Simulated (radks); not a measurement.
# Dy⁺ in [Xe] 4f10 6s1: an all-electron calculation

Wanted: eigenvalues, radial structure and energy terms of the dysprosium ion Dy+.

Program: radks (a radial shooting solver on a logarithmic mesh, Libxc functionals) version 1. Level of theory: scalar-relativistic Kohn-Sham, r2SCAN, spin-unpolarised, spherical densities, finite nucleus. These are calculated values, not measurements, unless marked.

**1. What is computed**

```
element            : dysprosium (Z = 66)
charge             : +1
electrons          : 65
configuration      : [Xe] 4f10 6s1
nuclear rms radius : 5.2218 fm
```

Outer shells as boxes (Hund's rule):

Dy⁺
```
[Xe] core
4f [↑↓][↑↓][↑↓][↑ ][↑ ][↑ ][↑ ]
6s [↑ ]
```

**2. The run**

Input:

```text
Z 66
configuration [Xe] 4f10 6s1
relativity scalar-relativistic
functional r2scan,r2scan
spin unpolarised
nucleus finite rms 5.2218 fm
c 137.035999084
```

Run with:

```bash
python run_ks.py task.json out
```

All runs below come from this command, one after another.

**Question.** What will this run give?

The runs gave:

```
                        quantity                 value
                    total energy   -12157.1751 hartree
exchange-correlation share of it                2.17 %
                            −T/E                1.0787
          highest occupied level         6s, -8.713 eV
    most extended occupied level   6s, <r> = 3.81 bohr
 radius at density 0.001 e/bohr³             4.47 bohr
    maxima of the radial density                     4
         ionisation energy, NIST  11.65 (semi-emp.) eV
```

What this shows: The radial density shows 4 maxima for 6 occupied principal shells; where shells overlap, one shows as a shoulder or not at all. −T/E is 1.079: with relativity the kinetic term as defined here no longer equals −E. The top level binds by 8.713 eV, 75 % of the NIST ionisation energy of 11.65 eV; the potential of a semilocal functional falls off too fast, so its top eigenvalue is too shallow. Spin polarisation and multiplet splitting are left out. Spin-orbit splitting is averaged out at the scalar-relativistic level.
